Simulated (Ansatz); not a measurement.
# Tl: the cost of one run

Computed with Ansatz 0.2.0 (DFT LDA, scalar-relativistic, unless a step's input says otherwise).

**1. The structure to begin with**

It takes space group Im-3m (No. 229, cubic). The conventional cell has a = 3.882 Å, b = 3.882 Å, c = 3.882 Å, α = 90.00°, β = 90.00°, γ = 90.00°. Tl (site symmetry m-3m) is surrounded by 8 Tl at 3.36 Å.

As a file:

```
CELL_PARAMETERS angstrom
-1.94100 1.94100 1.94100
1.94100 -1.94100 1.94100
1.94100 1.94100 -1.94100
ATOMIC_POSITIONS crystal
Tl 0.00000 0.00000 0.00000
```

**2. After the deformation**

Space group Im-3m before, I4/mmm after.

**3. All-electron LAPW**

input.yaml

```yaml
crystal:
  lattice:
    - [-1.941, 1.941, 1.92159]
    - [1.941, -1.941, 1.92159]
    - [1.941, 1.941, -1.92159]
  atoms:
    - { symbol: Tl, position: [0.0, 0.0, 0.0] }
kpoints:
  mp_grid: { grid: [13, 13, 13] }
  band_path:
    path:
      - [0.0, 0.0, 0.0]
      - [0.0, 0.0, 0.5]
      - [-0.5, 0.5, 0.5]
      - [0.0, 0.0, 0.0]
      - [0.495025, 0.495025, -0.495025]
      - [-0.495025, 0.504975, 0.495025]
      - [-0.5, 0.5, 0.5]
      - [0.0, 0.0, 0.5]
      - [0.25, 0.25, 0.25]
    npoints: 5
scf:
  occupations: { method: fermi_dirac, width: 0.05 }
hamiltonian:
  xc: lda
  pseudopotentials: { kind: all_electron, lapw: { basis_error: 0.00025 } }
output:
  forces: true
  stress: true
  eigenvalues: true
```

Command:

```
ansatz run input.yaml --threads 1 --pin off --max-ram 3072MiB --backend cpu --events-out ev --progress --plain --runs-dir out
```

Q: Estimate wall time and peak memory on 1 thread of Arm Neoverse V2, shared host.

About 20 s, with a peak of 0.41 GiB.
